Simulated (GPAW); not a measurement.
# GaB (Pm) in GPAW: convergence with basis set

Aim: find how far basis set must go before the results for GaB settle, at PBE. This setting moves, with any that are tied to it; all else stays.

Everything below comes from runs of GPAW 26.7.0. Logs are shortened: lines on timing, memory, paths and dates and some standing lists are left out, and cuts for length are marked. The log counts tension as positive stress, the text compression.

## 1. The cell of the first run

The typed cell holds 2 atoms: a = 2.718 Å, b = 2.718 Å, c = 3.236 Å, α = 90.00°, β = 90.00°, γ = 90.00°.

The cell was built by a generator and needn't be a form met in nature.

The cell isn't the ideal one: atoms moved at random, drawn with an rms of 0.1 Å.

## 2. With basis set lcao:sz(dzp)

run.py

```python
from ase.dft.bandgap import bandgap
from ase.io import read, write
from gpaw import GPAW

atoms = read('GaB.xyz')

calc = GPAW(mode='lcao',
            h=0.16,
            basis='sz(dzp)',
            xc='PBE',
            kpts={'size': (6, 6, 5), 'gamma': True},
            occupations={'name': 'fermi-dirac', 'width': 0.05},
            convergence={'density': 1e-05, 'energy': 1e-05},
            maxiter=100,
            txt='gpaw.txt')
atoms.calc = calc
energy = atoms.get_potential_energy()
forces = atoms.get_forces()
calc.write('gs.gpw')
write('result.traj', atoms)
print(f'Energy: {energy:.6f} eV')
print('Forces (eV/A):')
print(forces.round(4))
print('Fermi level:', round(calc.get_fermi_level(), 4), 'eV')
print(f'Gap: {bandgap(calc)[0]:.4f} eV, direct: {bandgap(calc, direct=True)[0]:.4f} eV')
```

GaB.xyz

```xyz
2
Lattice="2.7182400000 0.0000000000 0.0000000000 0.0000000000 2.7182400000 0.0000000000 0.0000000000 0.0000000000 3.2362100000" Properties=species:S:1:pos:R:3 pbc="T T T"
Ga     1.3751413066      1.3373006875      1.6779587040
B      0.0181850256     -0.0724247866      0.0597339642
```

Potentials or basis: GPAW PAW data sets (gpaw-data 1.2.1), lcao:sz(dzp).

On the command line:

```
$ OMP_NUM_THREADS=1 python run.py
```

gpaw.txt:

```text
__  _  _
 | _ |_)|_||  |
 |__||  | ||/\| - 26.7.0

Input parameters:
  mode=LCAO(),
  basis={'default': 'sz(dzp)'},
  convergence={'density': 1e-05, 'energy': 1e-05},
  h=0.16,
  kpts=MonkhorstPack(size=(6, 6, 5), gamma=True),
  maxiter=100,
  occupations=Occupations(name='fermi-dirac', width=0.05),
  xc=XC(name='PBE')
   .------.
  /|      |
 * |      |
 | |  Ga  |
 | B------.
 |/      /
 *------*

Atoms  # Å, Bohr magnetons
|   | symbol |        x |         y |        z |    initial magnetic moments |
|---|--------|----------|-----------|----------|-----------------------------|
| 0 |     Ga | 1.375141 |  1.337301 | 1.677959 | ( 0.0000,  0.0000,  0.0000) |
| 1 |      B | 0.018185 | -0.072425 | 0.059734 | ( 0.0000,  0.0000,  0.0000) |

Unit cell  # Å
| periodic |        x |        y |        z |  lengths |    angles |
|----------|----------|----------|----------|----------|-----------|
|      yes | 2.718240 | 0.000000 | 0.000000 | 2.718240 | 90.000000 |
|      yes | 0.000000 | 2.718240 | 0.000000 | 2.718240 | 90.000000 |
|      yes | 0.000000 | 0.000000 | 3.236210 | 3.236210 | 90.000000 |

Number of symmetries: 1
Symmetry operations  # r_c * U_cc + t_c -> r_c
|   | kind |            matrix            |
|---|------|------------------------------|
| 0 |  E   |  1, 0, 0,  0, 1, 0,  0, 0, 1 |

BZ-sampling:
  Number of BZ points: 180
  Number of IBZ points: 92

  Monkhorst-Pack size: [6, 6, 5]
  Monkhorst-Pack shift: [0.08333333333333333, 0.08333333333333333, 0.0]

K-points  # in reciprocal-cell coordinates
|     |                                coordinates |     weight |
|-----|--------------------------------------------|------------|
|   0 | (  0.00000000,   0.00000000,   0.00000000) | 0.00555556 |
|   1 | (  0.00000000,   0.00000000,   0.20000000) | 0.01111111 |
|   2 | (  0.00000000,   0.00000000,   0.40000000) | 0.01111111 |
|   3 | (  0.00000000,   0.16666667,  -0.40000000) | 0.01111111 |
|   4 | (  0.00000000,   0.16666667,  -0.20000000) | 0.01111111 |
|   5 | (  0.00000000,   0.16666667,   0.00000000) | 0.01111111 |
|   6 | (  0.00000000,   0.16666667,   0.20000000) | 0.01111111 |
|   7 | (  0.00000000,   0.16666667,   0.40000000) | 0.01111111 |
|   8 | (  0.00000000,   0.33333333,  -0.40000000) | 0.01111111 |
|   9 | (  0.00000000,   0.33333333,  -0.20000000) | 0.01111111 |
| ... |                                            |            |
|  91 | (  0.50000000,   0.50000000,   0.40000000) | 0.01111111 |

basis functions: 8
Spin-components: 1 (collinear spins)
Bands:           8
Projectors:      10
Spin-degeneracy: 2
Datatype:        <class 'complex'>

Parallelization:
  kpt:    1
  domain: 1
  band:   1

Density:
  Valence electrons: 6.0
  Components: 1
  Grid points: [16 16 20]
  Charge: 0.0  # |e|

Potential:
  Grid points: [16 16 20]

species:
  Ga:
    name:    Gallium
    Z:       31.0
    valence: 3
    core:    28
    charge:  0.0  # [|e|]
    compensation charges:
      type: gauss
      rc: 0.37  # [Å]
      lmax: 2
    cutoffs:
      filter: 2.06  # [Å]
      core: 4.17  # [Å]
    projectors
    | kind |    occ | energy [eV] | rcut [Å] |
    |------|--------|-------------|----------|
    |   4s |  2.000 |      -8.945 |    1.164 |
    |   4p |  1.000 |      -2.580 |    1.164 |
    |    s |        |      18.266 |    1.164 |
    |    p |        |      24.631 |    1.164 |
    |    d |        |       0.000 |    1.164 |

    LCAO basis set for Ga:
      Name: sz(dzp)
      File: <dir>
      Number of radial functions: 2
      Number of spherical harmonics: 4
        l=0, rc=7.2656 Bohr: 4s-sz confined orbital
        l=1, rc=10.3438 Bohr: 4p-sz confined orbital
      Number of RI-basis functions 0

  B:
[... 70 lines left out ...]
| 0 |     Ga | 1.375141 |  1.337301 | 1.677959 | ( 0.0000,  0.0000,  0.0000) |
| 1 |      B | 0.018185 | -0.072425 | 0.059734 | ( 0.0000,  0.0000,  0.0000) |

Unit cell  # Å
| periodic |        x |        y |        z |  lengths |    angles |
|----------|----------|----------|----------|----------|-----------|
|      yes | 2.718240 | 0.000000 | 0.000000 | 2.718240 | 90.000000 |
|      yes | 0.000000 | 2.718240 | 0.000000 | 2.718240 | 90.000000 |
|      yes | 0.000000 | 0.000000 | 3.236210 | 3.236210 | 90.000000 |

Number of symmetries: 1
Symmetry operations  # r_c * U_cc + t_c -> r_c
|   | kind |            matrix            |
|---|------|------------------------------|
| 0 |  E   |  1, 0, 0,  0, 1, 0,  0, 0, 1 |

BZ-sampling:
  Number of BZ points: 180
  Number of IBZ points: 92

  Monkhorst-Pack size: [6, 6, 5]
  Monkhorst-Pack shift: [0.08333333333333333, 0.08333333333333333, 0.0]

K-points  # in reciprocal-cell coordinates
|     |                                coordinates |     weight |
|-----|--------------------------------------------|------------|
|   0 | (  0.00000000,   0.00000000,   0.00000000) | 0.00555556 |
|   1 | (  0.00000000,   0.00000000,   0.20000000) | 0.01111111 |
|   2 | (  0.00000000,   0.00000000,   0.40000000) | 0.01111111 |
|   3 | (  0.00000000,   0.16666667,  -0.40000000) | 0.01111111 |
|   4 | (  0.00000000,   0.16666667,  -0.20000000) | 0.01111111 |
|   5 | (  0.00000000,   0.16666667,   0.00000000) | 0.01111111 |
|   6 | (  0.00000000,   0.16666667,   0.20000000) | 0.01111111 |
|   7 | (  0.00000000,   0.16666667,   0.40000000) | 0.01111111 |
|   8 | (  0.00000000,   0.33333333,  -0.40000000) | 0.01111111 |
|   9 | (  0.00000000,   0.33333333,  -0.20000000) | 0.01111111 |
| ... |                                            |            |
|  91 | (  0.50000000,   0.50000000,   0.40000000) | 0.01111111 |

basis functions: 8
Spin-components: 1 (collinear spins)
Bands:           8
Projectors:      10
Spin-degeneracy: 2
Datatype:        <class 'complex'>

Parallelization:
  kpt:    1
  domain: 1
  band:   1

Density:
  Valence electrons: 6.0
  Components: 1
  Grid points: [16 16 20]
  Charge: 0.0  # |e|

Potential:
  Grid points: [16 16 20]

species:
  Ga:
    name:    Gallium
    Z:       31.0
    valence: 3
    core:    28
    charge:  0.0  # [|e|]
    compensation charges:
      type: gauss
      rc: 0.37  # [Å]
      lmax: 2
    cutoffs:
      filter: 2.06  # [Å]
      core: 4.17  # [Å]
    projectors
    | kind |    occ | energy [eV] | rcut [Å] |
    |------|--------|-------------|----------|
    |   4s |  2.000 |      -8.945 |    1.164 |
    |   4p |  1.000 |      -2.580 |    1.164 |
    |    s |        |      18.266 |    1.164 |
    |    p |        |      24.631 |    1.164 |
    |    d |        |       0.000 |    1.164 |

    LCAO basis set for Ga:
      Name: sz(dzp)
      File: <dir>
      Number of radial functions: 2
      Number of spherical harmonics: 4
        l=0, rc=7.2656 Bohr: 4s-sz confined orbital
        l=1, rc=10.3438 Bohr: 4p-sz confined orbital
      Number of RI-basis functions 0

  B:
    name:    Boron
    Z:       5.0
    valence: 3
    core:    2
    charge:  0.0  # [|e|]
    compensation charges:
      type: gauss
      rc: 0.20  # [Å]
      lmax: 2
    cutoffs:
      filter: 1.14  # [Å]
      core: 1.38  # [Å]
    projectors
    | kind |    occ | energy [eV] | rcut [Å] |
    |------|--------|-------------|----------|
    |   2s |  2.000 |      -9.443 |    0.635 |
    |   2p |  1.000 |      -3.606 |    0.635 |
    |    s |        |      17.768 |    0.635 |
    |    p |        |      23.605 |    0.635 |
    |    d |        |       0.000 |    0.635 |

    LCAO basis set for B:
      Name: sz(dzp)
      File: <dir>
      Number of radial functions: 2
      Number of spherical harmonics: 4
        l=0, rc=6.6719 Bohr: 2s-sz confined orbital
        l=1, rc=8.2188 Bohr: 2p-sz confined orbital
      Number of RI-basis functions 0

Reference energy: -53554.161096  # eV

eigensolver:
  <gpaw.new.lcao.eigensolver.LCAOEigensolver object>
density mixing:
  MSR1-Mixer
  Pratt-step length: 0.05
  Maximum mixing coefficient: 0.75
  Old densities: 10
  SVD Regularization: 0.005
  Good broyden scale: 1.0
  Trust region scale: 1.0
  Backstep threshold: 4.0
  History deletion threshold: 6.0
  Fourier metric: weight=20.0, sigma=0.015

occupation numbers:
  Fermi-Dirac:
    width: 0.0500  # eV

FastPoissonSolver using
    Stencil: 6*3+1=19 point O(h^6) finite-difference Laplacian
    FFT axes: [np.int64(0), np.int64(1), np.int64(2)]
    FST axes: []

xc functional:
  name: PBE with 2 nearest neighbor stencil
interpolation: tri-quintic # 5. degree polynomial

convergence criteria:
- Maximum integral of absolute [dens]ity change: 1e-05 electrons / valence electron
- Maximum [total energy] change in last 3 cyles: 1e-05 eV / valence electron
- Maximum integral of absolute [eigenst]ate change: 4e-08 eV^2 / valence electron
maximum number of iterations: 100

SCF iterations
|iter     | |      energy | eigst |  dens |
|---------|-|-------------|-------|-------|
|iter:   1| |   -6.660012 |      c|       |
|iter:   2| |   -6.620747 |      c| -0.90 |
|iter:   3| |   -6.458894 |      c| -0.94 |
|iter:   4| |   -6.457715 |      c| -1.71 |
|iter:   5| |   -6.457425 |      c| -2.02 |
|iter:   6| |   -6.457424 |      c| -3.80 |
|iter:   7| |   -6.457424c|      c| -4.37 |
|iter:   8| |   -6.457424c|      c| -5.55c|

Converged in 8 steps
Energy contributions relative to reference atoms: (reference = -53554.161096)

Energy contributions:
  Kinetic:          26.287694
  Coulomb:         -20.790728
  Zero:              0.041793
  External:          0.000000
  Xc:              -11.993517
  Entropy:          -0.005333
  Spinorbit:         0.000000
  ----------------------------
  Free energy:      -6.460091
  Extrapolated:     -6.457424

dipole moment: (-4.071740, 3.758221, -4.547718)  # |e|*Ang

Fermi level: 8.711
Eigenvalues  # (at kpt = [0.000, 0.000, 0.000])
| band index |      eig [eV] | occ [0-2] |
|------------|---------------|-----------|
|          0 |        -5.130 |     2.000 |
|          1 |         6.602 |     2.000 |
|          2 |        10.939 |     0.000 |
|          3 |        11.118 |     0.000 |
|          4 |        11.135 |     0.000 |
|          5 |        21.636 |     0.000 |
|          6 |        22.771 |     0.000 |
|          7 |        22.847 |     0.000 |

No gap
No difference between direct/indirect transitions

Forces  # eV/Ang
|        x |        y |       z |
|----------|----------|---------|
| -0.00132 |  0.06032 | 0.00099 |  # Ga   0
|  0.02028 | -0.06270 | 0.00998 |  # B    1

# Writing to gs.gpw (mode='')
```

Run time: 1.8 min. Hardware: 1 thread of Arm Neoverse V2, shared host; peak memory 0.15 GiB.

What came out:

- Free energy: -6.4601 eV
- Largest force: 0.067 eV/Å
- Band gap on the k mesh: none (metal or under the smearing width)

## 3. With basis set lcao:szp(dzp)

Changes to run.py since step 2:

```diff
@@ -8,3 +8,3 @@
             h=0.16,
-            basis='sz(dzp)',
+            basis='szp(dzp)',
             xc='PBE',
```

GaB.xyz is that of step 2.

Potentials or basis: GPAW PAW data sets (gpaw-data 1.2.1), lcao:szp(dzp).

On the command line:

```
$ OMP_NUM_THREADS=1 python run.py
```

It took 7.7 min on 1 thread of Arm Neoverse V2, shared host; peak memory 0.17 GiB.

What came out:

* Free energy: -6.7276 eV
* Largest force: 0.047 eV/Å
* Band gap on the k mesh: none (metal or under the smearing width)

## 4. With basis set lcao:dz(dzp)

Changes to run.py since step 3:

```diff
@@ -8,3 +8,3 @@
             h=0.16,
-            basis='szp(dzp)',
+            basis='dz(dzp)',
             xc='PBE',
```

GaB.xyz is that of step 3.

Potentials or basis: GPAW PAW data sets (gpaw-data 1.2.1), lcao:dz(dzp).

On the command line:

```
$ OMP_NUM_THREADS=1 python run.py
```

Run time: 2.7 min. Hardware: 1 thread of Arm Neoverse V2, shared host; peak memory 0.16 GiB.

Results:

* Free energy: -6.7799 eV
* Largest force: 0.037 eV/Å
* Band gap on the k mesh: none (metal or under the smearing width)

## 5. With basis set lcao:dzp

Changes to run.py since step 4:

```diff
@@ -8,3 +8,3 @@
             h=0.16,
-            basis='dz(dzp)',
+            basis='dzp',
             xc='PBE',
```

GaB.xyz is that of step 4.

Potentials or basis: GPAW PAW data sets (gpaw-data 1.2.1), lcao:dzp.

On the command line:

```
$ OMP_NUM_THREADS=1 python run.py
```

It took 9.7 min on 1 thread of Arm Neoverse V2, shared host; peak memory 0.19 GiB.

The run converged. Its results:

```yaml
Free_energy: -6.8738 eV
Largest_force: 0.047 eV/Å
Band_gap_on_the_k_mesh: none (metal or under the smearing width)
```

## 6. With basis set fd

Changes to run.py since step 5:

```diff
@@ -6,5 +6,4 @@
 
-calc = GPAW(mode='lcao',
+calc = GPAW(mode='fd',
             h=0.16,
-            basis='dzp',
             xc='PBE',
@@ -12,2 +11,3 @@
             occupations={'name': 'fermi-dirac', 'width': 0.05},
+            nbands=10,
             convergence={'density': 1e-05, 'energy': 1e-05},
```

GaB.xyz is that of step 5.

Potentials or basis: GPAW PAW data sets (gpaw-data 1.2.1), fd.

On the command line:

```
$ OMP_NUM_THREADS=1 python run.py
```

It took 41 s on 1 thread of Arm Neoverse V2, shared host; peak memory 0.3 GiB.

It converged, with:

| Quantity | Value |
| --- | --- |
| Free energy | -7.1391 eV |
| Largest force | 0.041 eV/Å |
| Band gap on the k mesh | none (metal or under the smearing width) |

## 7. With basis set pw

Changes to run.py since step 6:

```diff
@@ -2,3 +2,4 @@
 from ase.io import read, write
-from gpaw import GPAW
+from ase.units import GPa
+from gpaw import GPAW, PW
 
@@ -6,4 +7,3 @@
 
-calc = GPAW(mode='fd',
-            h=0.16,
+calc = GPAW(mode=PW(800),
             xc='PBE',
@@ -18,2 +18,3 @@
 forces = atoms.get_forces()
+stress = atoms.get_stress()
 calc.write('gs.gpw')
@@ -23,2 +24,3 @@
 print(forces.round(4))
+print('Stress (GPa):', (stress / GPa).round(3))
 print('Fermi level:', round(calc.get_fermi_level(), 4), 'eV')
```

GaB.xyz is that of step 6.

Potentials or basis: GPAW PAW data sets (gpaw-data 1.2.1), pw.

On the command line:

```
$ OMP_NUM_THREADS=1 python run.py
```

It took 17 s on 1 thread of Arm Neoverse V2, shared host; peak memory 0.17 GiB.

It converged, with:

- Free energy: -7.1399 eV
- Pressure: 1.1 GPa
- Largest force: 0.040 eV/Å
- Band gap on the k mesh: none (metal or under the smearing width)

## 8. The series at a glance

| basis set | energy less the tightest run, at zero smearing (meV/atom) | largest force (eV/Å) | SCF cycles | CPU time (s) | peak memory (GiB) |
| --- | --- | --- | --- | --- | --- |
| lcao:sz(dzp) | 339.38 | 0.067 | 8 | 110 | 0.15 |
| lcao:szp(dzp) | 206.17 | 0.047 | 9 | 460 | 0.17 |
| lcao:dz(dzp) | 179.92 | 0.037 | 9 | 160 | 0.16 |
| lcao:dzp | 133.02 | 0.047 | 9 | 580 | 0.19 |
| fd | 0.37 | 0.041 | 12 | 41 | 0.3 |
| pw | 0.00 | 0.040 | 9 | 17 | 0.17 |

Against the tightest run, the energy stays within 1 meV/atom from fd on; the largest force stays within 0.005 eV/Å from fd on. The tightest run that finished is the yardstick and may itself not be fully converged.

Caveats: all runs use coarse meshes.
